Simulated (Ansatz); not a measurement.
**CH₄OSSi: small, medium and large basis sets**

One table from this session's results is given with a row withheld; the runs are named, their logs left out.

Method: one geometry, several basis sets; program: Ansatz 0.2.0, Gaussian basis.

Levels to be run: PBE0-D4/def2-SVP; ωB97M-V/def2-SVP; PBE0-D4/def2-QZVPP; ωB97M-V/def2-QZVPP; the functionals' def2-TZVPP values are taken from earlier runs.

## Structure used throughout

An earlier PBE0-D4 in a triple-zeta def2 set relaxation fixed the geometry.

SMILES `O=CS[SiH3]`, 8 atoms, charge 0, spin multiplicity 1.

Atoms are counted from 1 here; the program's logs count them from 0.

Bond lengths: O1–C2 1.199 Å, C2–S3 1.765 Å, C2–H5 1.104 Å, S3–Si4 2.163 Å, Si4–H6 1.479 Å, Si4–H7 1.479 Å, Si4–H8 1.484 Å. Angles: O1–C2–S3 124.8°, O1–C2–H5 123.0°, S3–C2–H5 112.1°, C2–S3–Si4 95.3°, S3–Si4–H6 110.3°, S3–Si4–H7 110.3°, S3–Si4–H8 103.0°, H6–Si4–H7 112.0°, H6–Si4–H8 110.4°, H7–Si4–H8 110.4°.

Geometry (Å):

```xyz
8
charge 0, multiplicity 1
O     1.3657   -0.8487    0.8344
C     1.6401    0.1616    0.2499
S     0.4860    1.1548   -0.6434
Si   -1.2246   -0.1007   -0.2239
H     2.6622    0.5766    0.2132
H    -1.4804   -0.1514    1.2320
H    -1.0254   -1.4493   -0.7977
H    -2.3315    0.6000   -0.9201
```

The first run:

in.yaml

```yaml
crystal:
  periodic: [false, false, false]
  atoms:
    - {symbol: O, position_ang: [1.365728, -0.848699, 0.834367]}
    - {symbol: C, position_ang: [1.640106, 0.161552, 0.249866]}
    - {symbol: S, position_ang: [0.485972, 1.154759, -0.643376]}
    - {symbol: Si, position_ang: [-1.224624, -0.100716, -0.223937]}
    - {symbol: H, position_ang: [2.662162, 0.576637, 0.213157]}
    - {symbol: H, position_ang: [-1.480356, -0.151442, 1.231950]}
    - {symbol: H, position_ang: [-1.025363, -1.449276, -0.797736]}
    - {symbol: H, position_ang: [-2.331524, 0.599986, -0.920091]}
basis:
  gaussian: {orbitals: def2-SVP}
hamiltonian: {xc: pbe0, dispersion: d4}
output: {orbitals: {seedname: orbitals}}
```

The run is started by

```
$ ansatz run in.yaml --threads 2 --pin off --events-out ev --progress --plain --max-ram 4352MiB
```

Steps of the session up to this table: PBE0-D4 in def2-SVP; ωB97M-V in def2-SVP; PBE0-D4 in def2-QZVPP; ωB97M-V in def2-QZVPP.

One table of the session follows, with a row left open; its other results are not shown here.

It belongs to the step «Functionals by basis». 

| functional | basis | HOMO (eV) |
| --- | --- | --- |
| PBE0-D4 | def2-SVP | -7.96 |
| PBE0-D4 | def2-TZVPP | -8.04 |
| PBE0-D4 | def2-QZVPP | -8.06 |
| ωB97M-V | def2-SVP | -10.03 |
| ωB97M-V | def2-TZVPP | -10.15 |
| ωB97M-V | def2-QZVPP | ? |

Q: Estimate the row for ωB97M-V, def2-QZVPP from the others.

As computed: HOMO (eV): -10.18. In the column «HOMO (eV)» it is the lowest.
